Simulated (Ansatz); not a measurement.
Debugging a convergence test of the k-point mesh of Al₂O₃, space group P-6m2 (the Python package of Ansatz (0.2.0)).

Script `kconv_al2o3.py`:
```python
# -*- coding: utf-8 -*-
"""k-point test for Al2O3."""

import ansatz
from tabulate import tabulate


def main():
    lattice = ansatz.Lattice.of(
        [2.88432, 0.0, 0.0],
        [-1.44216, 2.4979, 0.0],
        [0.0, 0.0, 9.33675],
    )
    sites = [
        ("Al", [0.0, 0.0, 0.14999]),
        ("Al", [0.0, 0.0, 0.85001]),
        ("O", [1 / 3, 2 / 3, 0.22232]),
        ("O", [2 / 3, 1 / 3, 0.0]),
        ("O", [1 / 3, 2 / 3, 0.77768]),
    ]
    xtal = ansatz.Crystal(lattice=lattice)
    for symbol, position in sites:
        xtal = xtal.atom(symbol, position)

    calc = xtal.calculation()
    calc = calc.functional("r2scan")
    calc = calc.basis(530)
    calc = calc.occupations(ansatz.OccupationsMethod.FIXED)
    calc = calc.forces()
    calc = calc.stress()

    rows = []
    for value in [1.0, 0.6, 0.4, 0.3]:
        report = calc.kpoints(spacing=value).run(threads=1, backend="cpu").report
        rows.append((value, report["energy"] / len(report["lattice"]["sites"]), report["n_iterations"], sum(report["stress_gpa"][i][i] for i in range(3)) / 3, max(abs(f) for row in report["forces_ev_ang"] for f in row), report["n_kpoints"]))

    print(tabulate(rows, headers=["spacing (1/A)", "F/atom (eV)", "iterations", "P (GPa)", "max component (eV/A)", "k-points"], floatfmt=".4f", tablefmt="grid"))

    # the last row is the reference
    for row in rows[:-1]:
        shift = 1000 * (row[1] - rows[-1][1])
        print(f"{row[0]}: {shift:+.2f} meV/atom" + ("  (within 5 meV)" if abs(shift) < 5 else ""))


if __name__ == "__main__":
    main()
```

`python kconv_al2o3.py` gives:
```text
Traceback (most recent call last):
  File "kconv_al2o3.py", line 46, in <module>
    main()
    ~~~~^^
  File "kconv_al2o3.py", line 35, in main
    rows.append((value, report["energy"] / len(report["lattice"]["sites"]), report["n_iterations"], sum(report["stress_gpa"][i][i] for i in range(3)) / 3, max(abs(f) for row in report["forces_ev_ang"] for f in row), report["n_kpoints"]))
                        ~~~~~~^^^^^^^^^^
KeyError: 'energy'
```

Why does it end like this?

The fault: the report has no such key (the free energy stands under free_energy_ev). The correction:

```diff
--- before
+++ after
@@ -34,3 +34,3 @@
         report = calc.kpoints(spacing=value).run(threads=1, backend="cpu").report
-        rows.append((value, report["energy"] / len(report["lattice"]["sites"]), report["n_iterations"], sum(report["stress_gpa"][i][i] for i in range(3)) / 3, max(abs(f) for row in report["forces_ev_ang"] for f in row), report["n_kpoints"]))
+        rows.append((value, report["free_energy_ev"] / len(report["lattice"]["sites"]), report["n_iterations"], sum(report["stress_gpa"][i][i] for i in range(3)) / 3, max(abs(f) for row in report["forces_ev_ang"] for f in row), report["n_kpoints"]))
```

With that change:

Running `python kconv_al2o3.py` prints:
```text
+-----------------+---------------+--------------+-----------+------------------------+------------+
|   spacing (1/A) |   F/atom (eV) |   iterations |   P (GPa) |   max component (eV/A) |   k-points |
+=================+===============+==============+===========+========================+============+
|          1.0000 |     -558.7755 |            8 |   -4.3918 |                 0.4783 |          3 |
+-----------------+---------------+--------------+-----------+------------------------+------------+
|          0.6000 |     -558.8012 |            8 |   -4.5265 |                 0.3981 |         10 |
+-----------------+---------------+--------------+-----------+------------------------+------------+
|          0.4000 |     -558.8018 |            8 |   -4.5253 |                 0.3960 |         16 |
+-----------------+---------------+--------------+-----------+------------------------+------------+
|          0.3000 |     -558.8018 |            8 |   -4.5250 |                 0.3959 |         24 |
+-----------------+---------------+--------------+-----------+------------------------+------------+
1.0: +26.29 meV/atom
0.6: +0.55 meV/atom  (within 5 meV)
0.4: +0.02 meV/atom  (within 5 meV)
```

What to keep in mind:
- Pressure is positive in compression.
- This cell is a computed structure, which may not be the phase found in nature.
- Shifts are counted from the finest mesh, which is itself no proven limit.
- Finished in 20 s on 1 thread of Arm Neoverse V1 (shared host), peak memory 0.56 GiB.

(A comment or docstring line of the script was reworded after the run, the code is as it ran; lines on the test bed's own set-up are left out of the output.)
